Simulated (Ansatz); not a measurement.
## K3Eu, space group Fm-3m: a check of PAW against all-electron LAPW, step by step

Program: Ansatz 0.2.0, Python API.

The cells in order, each with its output:

```python
import ansatz as az
import numpy as np
```

```python
XC = 'lda'
KMESH = (4, 4, 4)
OCCUPATIONS = 'gaussian'
SMEARING_WIDTH = 0.1


def count_gap(report):
    # lowest empty less highest filled band, counting bands; zero where they overlap
    return max(report.get('gap_by_band_count_ev') or 0.0, 0.0)

vectors = np.array([
    [0.0, 5.091965, 5.091965],
    [5.091965, 0.0, 5.091965],
    [5.091965, 5.091965, 0.0],
])
system = (
    az.Lattice.of(vectors)
    .atom('K', [0.25, 0.25, 0.25])
    .atom('K', [0.75, 0.75, 0.75])
    .atom('K', [0.5, 0.5, 0.5])
    .atom('Eu', [0.0, 0.0, 0.0])
    .moments(Eu=7)
)
```

```python
len(system.resolved().sites)
```

    4

```python
job = (
    system.calculation()
    .functional(XC)
    .kpoints(mesh=KMESH)
    .occupations(OCCUPATIONS, width=SMEARING_WIDTH)  # smearing steadies the SCF of a metal
    .spin('collinear')
    .stress()  # positive in compression
    .forces()  # minus the gradient of the free energy
    .band_table()  # levels at the mesh points
)
variants = {
    'PAW': job.pseudopotentials('paw'),
    'LAPW': job.pseudopotentials('all_electron', lapw=True),
}
# totals differ by the cores that each treatment holds, so compare what does not depend on them
rows = []
for label, variant in variants.items():
    report = variant.run(threads=1, backend='cpu').report
    levels = np.array(report['eigenvalues_ev'][0]) - report['fermi_energy_ev']
    print(label, 'levels at the first k-point near E_F:', np.round(levels[np.abs(levels) < 5], 3))
    rows.append((label, report['n_electrons'], np.trace(report['stress_gpa']) / 3, count_gap(report), report['magnetization_mub']))
print('     treatment  electrons in bands           P GPa  gap by band count eV      moment muB')
for row in rows:
    print(f'{str(row[0]):>14s}  {row[1]:18.1f}  {row[2]:14.3f}  {row[3]:20.3f}  {row[4]:14.3f}')
```

    DeckWarning: basis.ecutwfc = 420 eV, auto-derived from the records' recommended cutoffs: set by K (normal level)
    PAW levels at the first k-point near E_F: [-2.763 -0.869 -0.863 -0.863 -0.863 -0.86  -0.86  -0.86   0.493  0.493
      0.493  0.58   0.58   1.271  1.271]
    LAPW levels at the first k-point near E_F: [-2.762 -0.891 -0.885 -0.885 -0.885 -0.882 -0.882 -0.882  0.496  0.496
      0.496  0.582  0.582  1.272  1.272]
         treatment  electrons in bands           P GPa  gap by band count eV      moment muB
               PAW                44.0          -0.610                 0.000           7.618
              LAPW                44.0          -0.606                 0.000           7.614

PAW gives -0.610 GPa and LAPW -0.606 GPa, 0.004 GPa apart. They took 10.4 and 21.6 s of processor time.

Reading the output:
- Open f shells: without a Hubbard U, without spin-orbit coupling; the state reached hangs on the start and needn't be the lowest.
- The computed bands are complete only to about 1.0 eV above the Fermi level.
- The mesh is modest for a metal, so energies can be off by several to tens of meV an atom and pressures by half a GPa or more; differences at equal mesh fare better.
- A gap by band count of zero or less means overlapping bands, a metal.
- The structure comes from a database of computed cells and needn't be a stable or known phase.
- Levels are Kohn-Sham eigenvalues on this mesh, without spin-orbit coupling.
- Warnings are shown shortened and without file and line.
- Pressure is positive in compression; the treatments may keep other shells as core, so totals and counts of electrons can differ.
- Finished in 33 s on 1 thread of Arm Neoverse V2, on a shared host, peak memory 0.6 GiB.
